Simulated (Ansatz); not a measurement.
This was printed by a script on the Python package of Ansatz (0.2.0), for a geometry optimisation of C2H8BGeNO, SMILES CC#[N+][BH2-][O][GeH3]. What did the script look like? Use: B3LYP, def2-SVP basis, multiplicity 1.

`c2h8bgeno.xyz`
```text
14

C     3.42850   -0.00550    0.17750
C     1.97140    0.11320    0.22660
N     0.81870    0.20700    0.26530
B    -0.66110    0.32750    0.31510
O    -1.25290   -0.58180   -0.68960
Ge   -3.03780   -0.39790   -0.58820
H     3.84680    0.82420   -0.42860
H     3.83850    0.04530    1.20710
H     3.70500   -0.97610   -0.28330
H    -0.95500    1.46140    0.08090
H    -1.02630    0.03490    1.41410
H    -3.53070   -0.78500    0.83030
H    -3.70680   -1.33450   -1.62630
H    -3.43810    1.06740   -0.90080
```

```console
$ python c2h8bgeno.py
step   1  E = -62925.734627 eV  max force 2.1490 eV/A
step   2  E = -62925.920983 eV  max force 1.1898 eV/A
step   3  E = -62926.004931 eV  max force 0.4596 eV/A
step   4  E = -62926.023529 eV  max force 0.3320 eV/A
step   5  E = -62926.030761 eV  max force 0.4447 eV/A
step   6  E = -62926.039836 eV  max force 0.0687 eV/A
step   7  E = -62926.041092 eV  max force 0.0222 eV/A
step   8  E = -62926.041330 eV  max force 0.0679 eV/A
step   9  E = -62926.041447 eV  max force 0.0229 eV/A
step  10  E = -62926.041468 eV  max force 0.0069 eV/A
step  11  E = -62926.041489 eV  max force 0.0155 eV/A
step  12  E = -62926.041497 eV  max force 0.0232 eV/A
step  13  E = -62926.041524 eV  max force 0.0161 eV/A
step  14  E = -62926.041544 eV  max force 0.0101 eV/A
step  15  E = -62926.041570 eV  max force 0.0113 eV/A
step  16  E = -62926.041588 eV  max force 0.0184 eV/A
step  17  E = -62926.041602 eV  max force 0.0184 eV/A
step  18  E = -62926.041630 eV  max force 0.0190 eV/A
step  19  E = -62926.041648 eV  max force 0.0200 eV/A
step  20  E = -62926.041661 eV  max force 0.0229 eV/A
step  21  E = -62926.041677 eV  max force 0.0208 eV/A
step  22  E = -62926.041703 eV  max force 0.0114 eV/A
step  23  E = -62926.041727 eV  max force 0.0057 eV/A
step  24  E = -62926.041744 eV  max force 0.0080 eV/A
step  25  E = -62926.041753 eV  max force 0.0074 eV/A
E = -62926.042107 eV = -2312.4893946 Ha
converged: True  doubts: none
final positions (A) and the move of each atom
C     3.42247   -0.09648    0.08804    0.1277
C     1.99291    0.12678    0.23079    0.0258
N     0.86145    0.30369    0.34477    0.1323
B    -0.72328    0.55140    0.50582    0.3006
O    -1.34474   -0.36100   -0.41131    0.3669
Ge   -3.09383   -0.49524   -0.65272    0.1295
H     3.90712    0.80116   -0.32582    0.1214
H     3.86817   -0.32864    1.06748    0.4003
H     3.59626   -0.94336   -0.59337    0.3302
H    -0.82435    1.75424    0.24721    0.3612
H    -0.89725    0.33466    1.70857    0.4396
H    -3.79666   -0.90904    0.66472    0.3370
H    -3.28698   -1.58794   -1.72467    0.5002
H    -3.68108    0.84986   -1.14939    0.4101
dipole moment 7.133 D
Mulliken: [('C', 0.076), ('C', -0.214), ('N', 0.258), ('B', 0.102), ('O', -0.441), ('Ge', 0.587), ('H', 0.085), ('H', 0.085), ('H', 0.087), ('H', -0.144), ('H', -0.144), ('H', -0.114), ('H', -0.109), ('H', -0.114)]
```

The script that was run (others could print the same):

`c2h8bgeno.py`:
```python
# -*- coding: utf-8 -*-
"""Geometry optimisation of C2H8BGeNO."""

import ansatz as az
import numpy as np

molecule = az.Crystal.molecule_from_extxyz("c2h8bgeno.xyz")

job = molecule.calculation().basis(gaussian="def2-SVP").functional("b3lyp")
symbols = [site.symbol for site in molecule.cartesian_sites]
start = np.array([site.position_ang for site in molecule.cartesian_sites], dtype=float)
def progress(event):
    if event["event"] == "relax_step":
        row = event["data"]
        print(f"step {row['step']:3d}  E = {row['lagrangian_ev']:.6f} eV  max force {row['allowed_force_max_ev_ang']:.4f} eV/A")


summary = job.relax(force_tolerance=0.01).session().plan().execute(on_event=progress).report
end = np.array(summary["positions_ang"])

print(f"E = {summary['free_energy_ev']:.6f} eV = {summary['free_energy_ev'] / 27.211386246:.7f} Ha")
print("converged:", summary["converged"], " doubts:", summary["published_state_doubts"] or "none")

print("final positions (A) and the move of each atom")
for symbol, xyz, old in zip(symbols, end, start):
    print(f"{symbol:2s} {xyz[0]:10.5f} {xyz[1]:10.5f} {xyz[2]:10.5f}   {np.linalg.norm(xyz - old):7.4f}")

charges = summary["charge_distribution"]
print("dipole moment", round(4.803205 * float(np.linalg.norm(charges["dipole_moment_e_ang"])), 3), "D")
print("Mulliken:", [(s, round(q, 3)) for s, q in zip(symbols, charges["mulliken_charges_e"])])
```

Notes:
- Total energies depend on the basis set; only differences at equal settings carry meaning.
- The end point is the stationary point reached from this start; no frequency run checks that it is a minimum, and the basis set is modest.
- b3lyp holds the VWN-RPA fit, as in Gaussian; the form of ORCA and Turbomole is b3lyp5.
- Wall time of the script: 3.5 min on 1 thread of Arm Neoverse V2 (shared host), peak memory 0.46 GiB.

(A comment or docstring line of the script was reworded after the run, the code is as it ran; lines on the test bed's own set-up are left out of the output.)
